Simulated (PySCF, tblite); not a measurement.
# C5H5F3O: geometry, infrared bands and NMR shifts

Aim: predict the infrared bands and NMR shifts of C5H5F3O (`CC(=O)/C(F)=C/C(F)F`).

The runs use tblite 0.8.0 and PySCF 2.14.0, with density-fitted response routines of our own; the level of theory stands in each step. All values are computed, except where a source is named. Atoms are numbered from 0 throughout.

## 1. Starting geometry

14 atoms, charge 0, multiplicity 1; geometry from: force field or distance geometry start.

Bonds of the start (Å): C0–C1 1.49, C1–O2 1.23, C1–C3 1.49, C3–F4 1.35, C3–C5 1.33, C5–C6 1.49, C6–F7 1.37, C6–F8 1.36, C0–H9 1.09, C0–H10 1.10, C0–H11 1.10, C5–H12 1.08, C6–H13 1.09.

## 2. Relaxing the molecule with GFN2-xTB

What the job is given:

```
{"job": {"kind": "relax", "xc": "GFN2-xTB", "basis": "xTB"}, "charge": 0, "multiplicity": 1}
C     -2.515100     0.317100     0.173000
C     -1.319100    -0.493800    -0.198300
O     -1.404600    -1.638400    -0.643600
C      0.013900     0.133600     0.044500
F     -0.007100     1.364300     0.590500
C      1.162200    -0.487200    -0.231300
C      2.500800     0.118300     0.000700
F      3.236900    -0.669200     0.838700
F      3.197700     0.179900    -1.160900
H     -2.450700     1.319800    -0.254700
H     -3.423800    -0.159000    -0.233200
H     -2.617300     0.379600     1.263000
H      1.162500    -1.483700    -0.644100
H      2.463100     1.118200     0.433500
```

Run with:

```
$ OMP_NUM_THREADS=1 python probes_run.py task.json out
```

One launch serves the whole session: the jobs run in the order shown.

**Question.** This job is followed by: GFN2-xTB harmonic vibrations, gas phase; GIAO PBE0/pcSseg-1 NMR shielding, non-relativistic, gas phase. Predict these results of the whole session: strongest single infrared mode (GFN2-xTB); zero-point energy (GFN2-xTB); 13C shifts against TMS (PBE0/pcSseg-1); 1H shifts against TMS (PBE0/pcSseg-1, means over atoms taken as alike); 17O shifts against H2O (PBE0/pcSseg-1); 19F shifts against CFCl3 (PBE0/pcSseg-1, means over atoms taken as alike); surface potential, 1st and 99th percentile.

The runs gave:

```
                                                                 quantity                                 value
                                strongest single infrared mode (GFN2-xTB)                 1013 cm⁻¹, 237 km/mol
                                             zero-point energy (GFN2-xTB)                         57.3 kcal/mol
                                   13C shifts against TMS (PBE0/pcSseg-1)  197.1, 166.5, 117.0, 115.9, 29.1 ppm
   1H shifts against TMS (PBE0/pcSseg-1, means over atoms taken as alike)                  6.96, 6.46, 2.48 ppm
                                   17O shifts against H2O (PBE0/pcSseg-1)                             656.5 ppm
19F shifts against CFCl3 (PBE0/pcSseg-1, means over atoms taken as alike)                    -131.7, -132.3 ppm
                                    surface potential, 1st and 99th percentile                    -1.29 V and 1.32 V
```

Over 54 steps the energy fell by 0.060 eV; of the close pairs, C1–O2 changed most, 1.231 to 1.205 Å. All 36 modes are real, so the xTB geometry is a minimum. GFN2-xTB is a fitted tight-binding method: band positions and strengths are rough. Its intensities can rank the bands wrongly. C1 (ketone carbonyl carbon) lies farthest downfield among carbon, at 197.1 ppm; the double bond to the heteroatom, with no lone-pair donor beside it, deshields it most. H13 (hydrogen on an allylic sp3 CH bonded to 2 F) lies farthest downfield among hydrogen, at 6.96 ppm; its carbon carries F, which withdraws density. At PBE0/pcSseg-1: Shielding is most anisotropic at O2 (span 1256 ppm, paramagnetic term -722 ppm). At PBE0/pcSseg-1, counted by nearest atom on the grid, the HOMO lies on O2 65 %; C0, C3 about 9 % each, the LUMO on C1, C5 about 23 % each; O2 20 %.
